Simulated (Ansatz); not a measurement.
I need a charge-density difference against the sublattices of K3Cd, space group Fm-3m. Use Ansatz's Python interface. Settings (first run): LDA, PAW, cutoff 460 eV, 5×5×5 k-points, Methfessel-Paxton smearing of 0.1 eV.

```
CELL_PARAMETERS angstrom
0.00000 4.61034 4.61034
4.61034 0.00000 4.61034
4.61034 4.61034 0.00000
ATOMIC_POSITIONS crystal
K 0.25000 0.25000 0.25000
K 0.75000 0.75000 0.75000
K 0.50000 0.50000 0.50000
Cd 0.00000 0.00000 0.00000
```

The script, `k3cd_drho.py`:
```python
"""Density difference of K3Cd against its sublattices."""

import ansatz
import numpy as np

VECTORS = np.array([
    [0.0, 4.61034, 4.61034],
    [4.61034, 0.0, 4.61034],
    [4.61034, 4.61034, 0.0],
])
SITES = [
    ("K", (0.25, 0.25, 0.25)),
    ("K", (0.75, 0.75, 0.75)),
    ("K", (0.5, 0.5, 0.5)),
    ("Cd", (0.0, 0.0, 0.0)),
]


def make_crystal(cell):
    crystal = ansatz.Crystal(lattice=ansatz.Lattice.of(cell))
    for symbol, position in SITES:
        crystal = crystal.atom(symbol, position)
    return crystal

# same cell, cutoff and mesh for the crystal and its parts
def solve(crystal):
    return (
        crystal.calculation()
        .occupations("methfessel_paxton", width=0.1)
        .functional("LDA")
        .basis(460, grid_basis="typed")
        .kpoints(5, 5, 5)
        .density()
        .run(threads=1)
    )


whole = solve(make_crystal(VECTORS))
difference = whole.density().channels[0].density_e_per_ang3.copy()
binding = whole.report["free_energy_ev"]
for element in ["K", "Cd"]:
    part = ansatz.Crystal(lattice=ansatz.Lattice.of(VECTORS))
    for symbol, position in SITES:
        if symbol == element:
            part = part.atom(symbol, position)
    alone = solve(part)
    difference -= alone.density().channels[0].density_e_per_ang3
    binding -= alone.report["free_energy_ev"]
    print(f"{element} sublattice: {alone.report['n_electrons']:g} electrons, {alone.report['n_iterations']} iterations")

voxel = abs(np.linalg.det(VECTORS)) / difference.size
print(f"energy of the crystal less its unpolarised sublattices: {binding / len(SITES):.4f} eV/atom")
print(f"net charge of the difference {difference.sum() * voxel:.5f} e, charge rearranged {0.5 * np.abs(difference).sum() * voxel:.3f} e")
print(f"extremes {difference.min():.4f} and {difference.max():.4f} e/A^3")
for (symbol, position) in SITES:
    index = tuple(int(round(p * n)) % n for p, n in zip(position, difference.shape))
    print(f"  change of the pseudo-density at the grid point nearest {symbol}: {difference[index]:+.4f} e/A^3")
```

`python k3cd_drho.py` gives:
```text
K sublattice: 27 electrons, 6 iterations
Cd sublattice: 20 electrons, 6 iterations
energy of the crystal less its unpolarised sublattices: -0.4181 eV/atom
net charge of the difference 0.00000 e, charge rearranged 0.290 e
extremes -0.0782 and 0.0077 e/A^3
  change of the pseudo-density at the grid point nearest K: -0.0025 e/A^3
  change of the pseudo-density at the grid point nearest K: -0.0025 e/A^3
  change of the pseudo-density at the grid point nearest K: -0.0050 e/A^3
  change of the pseudo-density at the grid point nearest Cd: -0.0782 e/A^3
```

Caveats:
- Grid values close to the nuclei reflect the PAW or pseudopotential construction, not the all-electron fields.
- This cell is a computed structure, which may not be the phase found in nature.
- Charge moved counts every rearrangement, bonding and polarisation too, and is no transfer between atoms; the bare sublattices are artificial references. Values near the nuclei depend on the potentials.
- The whole script took 4.7 s on 1 thread of Arm Neoverse V1, with other jobs on the host, peak memory 0.45 GiB.
